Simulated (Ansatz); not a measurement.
# Hg3Se2S: band edges up the ladder

Aim: the gap, band edges and levels at named points of Hg3Se2S.

Computed with Ansatz 0.2.0 (DFT PBE+D3(BJ), scalar-relativistic, plane waves, PAW, unless a step's input says otherwise).

That is the level of the relaxation; later steps name their own.

## Step 1: The system as given

The structure is monoclinic, space group P2 (No. 3). Conventional cell: a = 7.326 Å, b = 4.230 Å, c = 9.700 Å, α = 90.00°, β = 90.00°, γ = 90.00°. Hg (site symmetry 1) has 1 S at 2.58 Å and 1 Se at 2.58 Å as nearest neighbours. Around Hg (site symmetry 1) lie 2 Se at 2.58 Å. Hg (site symmetry 2) has 2 S at 2.58 Å as nearest neighbours. Hg (site symmetry 2) is surrounded by 2 Se at 2.58 Å. Around S (site symmetry 1) lie 2 Hg at 2.58 Å. Se (site symmetry 1) has 2 Hg at 2.58 Å as nearest neighbours. Around Se (site symmetry 2) lie 2 Hg at 2.58 Å.

Coordinates:

```xyz
12
Lattice="2.1149 3.6631 0.0000 -6.3446 3.6631 0.0000 0.0000 0.0000 9.7000" Properties=species:S:1:pos:R:3 pbc="T T T"
Hg   -4.9349    3.6631    3.2333
Hg   -0.7051    3.6631    3.2333
Hg   -0.7049    1.2209    6.4666
Hg   -2.8198    4.8840    6.4666
Hg    1.4100    2.4422    0.0000
Hg   -2.8198    2.4422    0.0000
S    -5.4564    3.6631    8.0833
Se   -1.2266    3.6631    8.0833
S    -0.4441    0.7692    1.6167
Se   -2.5590    4.4323    1.6167
Se    1.6708    2.8938    4.8500
Se   -2.5590    2.8938    4.8500
```

(A quick probe on a coarse mesh, which set the mesh and smearing, is not shown.)

## Step 3: Coarse relaxation

Input file input.yaml:

```yaml
crystal:
  lattice:
    - [2.11487587, 3.66307246, 0.0]
    - [-6.3446276, 3.66307246, 0.0]
    - [0.0, 0.0, 9.69995952]
  atoms:
    - { symbol: Hg, position: [0.16665, 0.83335, 0.33333333] }
    - { symbol: Hg, position: [0.66665, 0.33335, 0.33333333] }
    - { symbol: Hg, position: [0.16665, 0.16665, 0.66666667] }
    - { symbol: Hg, position: [0.66665, 0.66665, 0.66666667] }
    - { symbol: Hg, position: [0.6667, 0.0, 0.0] }
    - { symbol: Hg, position: [0.1667, 0.5, 0.0] }
    - { symbol: S, position: [0.105, 0.895, 0.83333333] }
    - { symbol: Se, position: [0.605, 0.395, 0.83333333] }
    - { symbol: S, position: [0.105, 0.105, 0.16666667] }
    - { symbol: Se, position: [0.605, 0.605, 0.16666667] }
    - { symbol: Se, position: [0.79, 0.0, 0.5] }
    - { symbol: Se, position: [0.29, 0.5, 0.5] }
basis:
  ecutwfc: 420
kpoints:
  mp_grid: { grid: [6, 4, 2] }
hamiltonian:
  xc: pbe
  dispersion: d3bj
scf:
  occupations: { method: gaussian, width: 0.1 }
output:
  forces: true
  stress: true
  eigenvalues: true
relax:
  adjacent_minimum: "off"
  f_tol: 0.05
  max_steps: 80
  cell: { stress_tol: 0.5 }
```

The run is started by

```
> ansatz run input.yaml --threads 4 --pin off --max-ram 10240MiB --backend cpu --events-out ev --progress --plain --runs-dir out
```

The session goes on with these runs: the relaxation; relaxation repeated; band edges over the whole zone; levels with PBE+D3(BJ).

What does the calculation give? Wanted: relaxed cell; volume; gap, PBE+D3(BJ).

**Answer**, as computed:

```
            quantity                                                                      value
        relaxed cell  a = 7.383 Å, b = 4.233 Å, c = 9.674 Å, α = 90.00°, β = 90.33°, γ = 90.00°
space group (0.01 Å)                                                                 P2 (No. 3)
              volume                                                              25.19 Å³/atom
     gap, PBE+D3(BJ)                                                          0.79 eV, indirect
```

**Reading.** Relaxation raised the volume by 0.6 %. At PBE+D3(BJ) the gap is 0.79 eV, from (0.00, -0.12, 0.37) to Γ. These runs have no spin-orbit coupling; with Hg it would split and shift bands.

The gaps are Kohn-Sham values of a semilocal functional, not quasiparticle or optical gaps. Such gaps usually fall short of the measured ones; spin-orbit coupling, left out here, narrows gaps with Hg, so the two errors partly cancel.
